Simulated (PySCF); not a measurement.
# C3H6O2Si: the cost of one run

Programs: PySCF 2.14.0, with density-fitted response routines of our own. Each step states its level of theory. These are calculated values for one molecule in the gas phase, unless marked as measured. Atoms count from 0, in the outputs and in this text.

### Step 1. The molecule as given

12 atoms, charge 0, multiplicity 1; geometry from: PBE0-D3(BJ)/def2-SVP.

Bonds of the start (Å): O0–C1 1.21, C1–C2 1.46, C2–C3 1.35, C3–O4 1.33, O4–Si5 1.69, C1–H6 1.12, C2–H7 1.09, C3–H8 1.10, Si5–H9 1.48, Si5–H10 1.49, Si5–H11 1.49.

### Step 2. Nuclear shieldings: PBE0/pcSseg-1

What the job is given:

```
{"job": {"kind": "nmr", "xc": "PBE0", "basis": "pcSseg-1", "pop": false}, "charge": 0, "multiplicity": 1}
O     -2.822184     0.407319    -0.976838
C     -2.466875    -0.696341    -0.626303
C     -1.140215    -1.025972    -0.100623
C     -0.219643    -0.051166     0.020301
O      1.004286    -0.251437     0.500310
Si     2.296862     0.839083     0.487586
H     -3.170951    -1.564527    -0.692329
H     -0.907341    -2.053925     0.186835
H     -0.488405     0.972973    -0.279876
H      3.113589     0.521308     1.685432
H      1.748481     2.225432     0.544743
H      3.089271     0.648245    -0.758929
```

Level: GIAO PBE0/pcSseg-1 NMR shielding, non-relativistic, gas phase.

The run is started by

```console
$ OMP_NUM_THREADS=1 python probes_run.py task.json out
```

This one command runs all jobs of the session in turn.

**Question.** How long does this first job take on 1 thread of Intel Xeon Platinum 8488C, shared host, and how much memory does it need?

About 9.9 s, with a peak of 0.73 GiB.
